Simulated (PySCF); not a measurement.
Write an ASE script for PySCF 2.14.0 that does the following.

```yaml
Task: atomic charges
Functional: PBE50
Potentials_or_basis: 6-31g* (all-electron)
k_mesh: 1 × 1 × 1
Occupations: fixed
Spin: no spin polarisation
Exponents_discarded_below_exp_to_discard: 0 1/bohr^2
conv_tol: 1e-07 Ha
max_cycle: 60
exxdiv: ewald
Relativity: none
Coulomb_method: Gaussian density fitting (GDF)
Grid_for_exchange_and_correlation: Becke, atom-centred
Three-centre_integrals: read from an earlier run's file
```

Molecule: FGaClH, in a box.

```
CELL_PARAMETERS angstrom
12.00000 0.00000 0.00000
0.00000 13.00000 0.00000
0.00000 0.00000 11.00000
ATOMIC_POSITIONS crystal
F 0.39007 0.51548 0.54135
Ga 0.52596 0.51965 0.50789
Cl 0.61597 0.38625 0.54941
H 0.58278 0.62112 0.46075
```

The cell isn't the ideal one: atoms moved at random, drawn with an rms of 0.05 Å.

The input as run:

run.py

```python
import json
import numpy as np
from pyscf.pbc import gto, scf, dft, df
from pyscf.pbc.tools import pyscf_ase
from ase import Atoms

atoms = Atoms(['F', 'Ga', 'Cl', 'H'],
              cell=[[12.0, 0.0, 0.0], [0.0, 13.0, 0.0], [0.0, 0.0, 11.0]],
              scaled_positions=[[0.390071, 0.515484, 0.541353], [0.52596, 0.519654, 0.507885], [0.615974, 0.38625, 0.549406], [0.582783, 0.621123, 0.46075]],
              pbc=True)
cell = pyscf_ase.cell_from_ase(atoms)
cell.basis = '6-31g*'
cell.exp_to_discard = 0
cell.precision = 1e-08
cell.max_memory = 2520  # MB
cell.verbose = 4
cell.build()

res = {}
kpts = cell.make_kpts([1, 1, 1])
mf = dft.KRKS(cell, kpts, xc='HYB_GGA_XC_PBE50', exxdiv='ewald')
mf = mf.density_fit()
mf.with_df._cderi = 'cderi.h5'  # three-centre integrals saved by an earlier run on this cell, basis and mesh
mf.conv_tol = 1e-07
mf.max_cycle = 60

mf.kernel()
res.update(converged=bool(mf.converged), e_tot=mf.e_tot, nelec=cell.nelectron, nao=cell.nao, mesh=list(map(int, cell.mesh)), a=cell.lattice_vectors().tolist(), coords=cell.atom_coords().tolist(),
           mo_energy=[np.real(x).tolist() for x in mf.mo_energy], mo_occ=[np.real(x).tolist() for x in mf.mo_occ])
res.update(kpts=cell.get_scaled_kpts(kpts).tolist())
res['parts'] = {k: float(np.real(v)) for k, v in mf.scf_summary.items() if np.isscalar(v)}
json.dump(res, open('results.json', 'w'))
if not mf.converged:
    raise SystemExit('SCF not converged')

print('levels (eV)')
for i, kp in enumerate(res['kpts'][:40]):
    print('k %7.4f %7.4f %7.4f  ' % tuple(kp), ' '.join('%.3f' % (x * 27.211386) for x in res['mo_energy'][i][:34]))

# Mulliken populations
dm, s = np.asarray(mf.make_rdm1()), np.asarray(mf.get_ovlp())
sites = cell.aoslice_by_atom()[:, 2:]
tot = np.einsum('kij,kji->i', dm, s).real / len(kpts)
res['mulliken'] = [cell.atom_charge(i) - tot[a0:a1].sum() for i, (a0, a1) in enumerate(sites)]
print('Mulliken charges', np.round(res['mulliken'], 5))
res['meta_lowdin'] = mf.mulliken_meta()[1].tolist()
res['done'] = True
json.dump(res, open('results.json', 'w'))
```

Potentials or basis: 6-31g* (all-electron).

Command:

```console
$ OMP_NUM_THREADS=2 python -u run.py > log
```

It gave:

* Gap between the frontier levels: 10.11 eV
* Meta-löwdin charges: F -0.47; Ga +0.78; Cl -0.27; H -0.04 e

Caveat: this is a molecule in a periodic box at the Γ point, so its band gap is the HOMO-LUMO gap; population charges move with the basis; relativity is left out, which matters for the heavier elements; the basis of atomic orbitals isn't converged, which shifts pressures, moduli and gaps.

Run time: 10 s on 2 threads of Arm Neoverse V1 (shared host), peak memory 1.9 GiB.
